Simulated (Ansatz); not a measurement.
# CH5NOSn: up Jacob's ladder to CCSD(T)

Aim: compute CH5NOSn with functionals from several rungs and with coupled cluster. The yardstick is the atomisation energy at the CCSD(T) limit.

Method: functionals in def2-TZVPP, the program's frozen cores in correlated methods; program: Ansatz 0.2.0, Gaussian basis.

Plan: PBE-D4, r2SCAN-D4, PBE0-D4, B3LYP-D4, ωB97X-V, ωB97M-V, B2PLYP; CCSD(T)/def2-TZVPP; MP2/def2-QZVPP; extrapolation to the limit.

### 1 Structure used throughout

The geometry comes from an earlier relaxation with PBE0-D4 in a triple-zeta def2 set; it is a stationary point, not always the lowest conformer. Sn takes the def2 core potential; no spin-orbit term is included.

9 atoms, charge 0, spin multiplicity 1.

Atoms are counted from 1 here; the program's logs count them from 0.

Bond lengths: N1–Sn2 2.062 Å, N1–H5 1.010 Å, N1–H6 1.010 Å, Sn2–H7 1.780 Å, C3–O4 1.207 Å, C3–H8 1.104 Å, C3–H9 1.102 Å. Angles: Sn2–N1–H5 118.5°, Sn2–N1–H6 120.1°, H5–N1–H6 109.6°, N1–Sn2–H7 92.0°, O4–C3–H8 120.1°, O4–C3–H9 119.8°, H8–C3–H9 120.1°.

### 2 PBE-D4 (GGA)

in.yaml reads:

```yaml
crystal:
  periodic: [false, false, false]
  atoms:
    - {symbol: N, position_ang: [0.081519, 1.316807, -0.648736]}
    - {symbol: Sn, position_ang: [0.618618, 1.148257, 1.334534]}
    - {symbol: C, position_ang: [0.146045, -1.723530, -0.116453]}
    - {symbol: O, position_ang: [0.362528, -1.317365, 0.999301]}
    - {symbol: H, position_ang: [0.731404, 1.750643, -1.287915]}
    - {symbol: H, position_ang: [-0.862379, 1.575429, -0.897334]}
    - {symbol: H, position_ang: [-1.080572, 1.022713, 1.849342]}
    - {symbol: H, position_ang: [0.040904, -1.012464, -0.954117]}
    - {symbol: H, position_ang: [0.050333, -2.806789, -0.295823]}
basis:
  gaussian: {orbitals: def2-TZVPP}
hamiltonian: {xc: pbe, dispersion: d4}
output: {forces: true, orbitals: {seedname: orbitals}}
```

Run with:

```sh
> ansatz run in.yaml --threads 4 --pin off --events-out ev --progress --plain --max-ram 10444MiB
```

Further steps of the session: r2SCAN-D4 (meta-GGA); PBE0-D4 (hybrid); B3LYP-D4 (hybrid); ωB97X-V (range-separated); ωB97M-V (range-separated); B2PLYP (double hybrid); CCSD(T) in def2-TZVPP; MP2 in def2-QZVPP.

Before running them: what should the planned runs give, taken together? Wanted: atomisation energy, CCSD(T)/CBS; farthest; mean size of error, hybrid; mean size of error, range-separated; gap, smallest and largest; T1 diagnostic; triples share of the correlation energy.

The runs gave:

| quantity | value |
| --- | --- |
| atomisation energy, CCSD(T)/CBS | 2987.4 kJ/mol |
| functionals within 29.9 kJ/mol (1.0 %) | r2SCAN-D4, B3LYP-D4, ωB97X-V, ωB97M-V |
| farthest | PBE-D4 (+66.8 kJ/mol) |
| mean size of error, hybrid | 19.2 kJ/mol |
| mean size of error, range-separated | 4.7 kJ/mol |
| gap, smallest and largest | 1.79 eV (PBE-D4), 8.56 eV (ωB97X-V) |
| T1 diagnostic | 0.0170 |
| triples share of the correlation energy | 3.6 % |

**Reading.** PBE-D4 is off by +66.8 kJ/mol. Double hybrids carry the basis error of their MP2 part in triple zeta, and no dispersion term here, so their miss is partly the set-up's. The reference freezes the cores and leaves out spin-orbit coupling and excitations past (T), and its outer-core shells are covered unevenly, so misses under about 29.9 kJ/mol can't be ranked. All levels share the lack of spin-orbit coupling, which lowers the free heavy atoms and so the true binding. Hartree-Fock recovers 65 % of the binding; the rest is correlation. Orbital gaps span 1.8 to 8.6 eV; exact exchange widens them. Correlated methods include outer-core shells of Sn, which these sets cover unevenly.
